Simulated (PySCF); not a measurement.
**A diatomic session: Be2+**

An exercise on one series of results from a longer session: the logs are not shown, and one member is left open.

Method: Be aug-pcseg-1, no relativity; program: PySCF 2.14.0.

The first run:

The job is set up so:

```json
{"atoms": "Be, Be", "charge": "1", "basis": "Be aug-pcseg-1", "Hamiltonian": "no relativity", "basis functions": "26", "electrons treated": "7", "masses in u": "9.0122, 9.0122", "levels": "PBE0, PBE, r²SCAN, BP86, PW91, BHandHLYP, ωB97X, HF, MP2, SCS-MP2, CCSD, CCSD(T)", "grid": "80 radial by 434 angular points", "occupations": "held fixed by the projection of orbital angular momentum", "dissociation limit": "Be+ + Be, each in its ground configuration", "starting distance in angstrom": "2.020", "values of 2S to try": "1, 3"}
```

On the command line:

```
OMP_NUM_THREADS=1 python dia.py task.json out
```

Steps of the session up to this table: The job; The PBE0 curve of the state that the search chose; Excited determinants; PBE (GGA); r²SCAN; BP86; PW91 (GGA); BHandHLYP (global hybrid GGA); ωB97X (range-separated hybrid); ROHF; Adding correlation.

One of the session's tables, all rows but one given; the rest of the session is left out.

It belongs to the step «Constants by level of theory». Differences from CCSD(T) in the same basis:

| level | Re (mÅ) | ωe (%) |
| --- | --- | --- |
| ROHF | -28 | +5.8 |
| ROHF-MP2 | -2 | +2.6 |
| ROHF-SCS-MP2 | +11 | -0.3 |
| ROHF-CCSD | 0 | -0.3 |
| PBE | -64 | +12.6 |
| PW91 | -66 | +12.7 |
| BP86 | ? | ? |
| r²SCAN | -56 | +12.2 |
| PBE0 | -58 | +11.8 |
| BHandHLYP | -56 | +9.5 |
| ωB97X | -18 | +3.4 |

Estimate the missing values for BP86.

The run gave: Re (mÅ): -61; ωe (%): +11.3. In the column «Re (mÅ)» it lies between PBE (-64) and PBE0 (-58).
